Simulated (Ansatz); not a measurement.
## SrMg3 and its elements: a formation energy from the elements, step by step

With Ansatz 0.2.0, Python API.

Notebook, run cell by cell (the value of a cell's last expression is shown):

In [1]:
```python
from collections import Counter

import ansatz as az
import numpy as np


def run_phase(name, crystal):
    calc = crystal.calculation()
    calc = calc.functional("r2scan")
    calc = calc.pseudopotentials("nc")
    calc = calc.eigensolver("davidson").scf(tolerance=1e-07)
    calc = calc.kpoints(spacing=0.26)
    calc = calc.occupations("cold", width=0.05).stress()
    calc = calc.relax(force_tolerance=0.03, cell=True)
    return calc.run(threads=1, backend="cpu")
```

In [2]:
```python
def counts(outcome):
    return Counter(site.symbol for site in outcome.lattice.sites)
```

In [3]:
```python
def formation_energy(outcome, mu):
    n = counts(outcome)
    return (outcome.report["energy_sigma0_ev"] - sum(k * mu[element] for element, k in n.items())) / sum(n.values())
```

In [4]:
```python
def volume_per_atom(outcome):
    return abs(np.linalg.det(outcome.lattice.cell_ang)) / len(outcome.lattice.sites)
```

In [5]:
```python
phases = {}
srmg3 = (
    az.Lattice.from_parameters(3.568682, 3.568682, 10.942393, alpha=90.0, beta=90.0, gamma=120.0)
    .atom("Sr", (2 / 3, 1 / 3, 0.5))
    .atom("Mg", (2 / 3, 1 / 3, 0.0))
    .atom("Mg", (0.0, 0.0, 0.22818))
    .atom("Mg", (0.0, 0.0, 0.77182))
)
phases["SrMg3"] = srmg3
sr = (
    az.Lattice.of((0.0, 3.04235, 3.04235), (3.04235, 0.0, 3.04235), (3.04235, 3.04235, 0.0))
    .atom("Sr", (0.0, 0.0, 0.0))
)
phases["Sr"] = sr
mg = (
    az.Lattice.from_parameters(3.2093, 3.2093, 5.2103, alpha=90, beta=90, gamma=120)
    .space_group(194)
    .atom("Mg", (1 / 3, 2 / 3, 0.25))
)
phases["Mg"] = mg
```

In [6]:
```python
done = {}
for name, crystal in phases.items():
    done[name] = run_phase(name, crystal)
    print(f"{name}: {done[name].report['energy_sigma0_ev']:.4f} eV, {len(done[name].lattice.sites)} atoms")
```
```text
DeckWarning: basis.ecutwfc = 1142.878222 eV, auto-derived from the records' recommended cutoffs: set by Mg (normal level)
DeckWarning: relax.cell: scf.convergence.dr2_threshold = 1e-7 eV (the SCF's general default) is looser than the 4e-10 eV advised for a relaxation that steers and ends on the stress (1e-10 eV for each [...]
SrMg3: -6030.6982 eV, 4 atoms
DeckWarning: basis.ecutwfc = 930 eV, auto-derived from the records' recommended cutoffs: set by Sr (normal level)
DeckWarning: relax.cell: scf.convergence.dr2_threshold = 1e-7 eV (the SCF's general default) is looser than the 1e-10 eV advised for a relaxation that steers and ends on the stress (1e-10 eV for each [...]
Sr: -1073.8044 eV, 1 atoms
DeckWarning: relax.cell: scf.convergence.dr2_threshold = 1e-7 eV (the SCF's general default) is looser than the 2e-10 eV advised for a relaxation that steers and ends on the stress (1e-10 eV for each [...]
Mg: -3305.0970 eV, 2 atoms
```

In [7]:
```python
# chemical potentials of the elements at zero temperature
references = {"Sr": "Sr", "Mg": "Mg"}
mu = {element: done[name].report["energy_sigma0_ev"] / len(done[name].lattice.sites) for element, name in references.items()}
```

In [8]:
```python
target = done["SrMg3"]
heat = formation_energy(target, mu)
n = counts(target)
print("cell content:", dict(n), " volume", round(volume_per_atom(target), 3), "A^3/atom")
print("formation energy", round(heat, 4), "eV/atom,", round(heat * sum(n.values()), 4), "eV per cell")
print("bound against the elements" if heat < 0 else "unbound against the elements")
```
```text
cell content: {<Element.SR: 'Sr'>: 1, <Element.MG: 'Mg'>: 3}  volume 29.468 A^3/atom
formation energy 0.1879 eV/atom, 0.7516 eV per cell
unbound against the elements
```

Caveats:
- These settings explore the input space; cutoff and mesh may be short of convergence.
- Such functionals run on norm-conserving files made under PBE, which can move pressures by some GPa.
- For the metals among these phases the mesh is modest: differences between phases can be off by up to 40 meV an atom.
- The cells come from databases of deposited and of computed structures, and not all need be stable phases.
- Warnings are shown shortened and without file and line.
- The compound is the structure given, not necessarily its lowest; energies are at zero temperature, with no correction for gases. A semilocal functional's error on such energies is often 0.05 to 0.1 eV an atom, and 0.1 to 0.3 eV against gases such as O2 or F2.
- Wall time of the script: 3.8 min on 1 thread of Arm Neoverse V1, with other jobs on the host, peak memory 1.4 GiB.
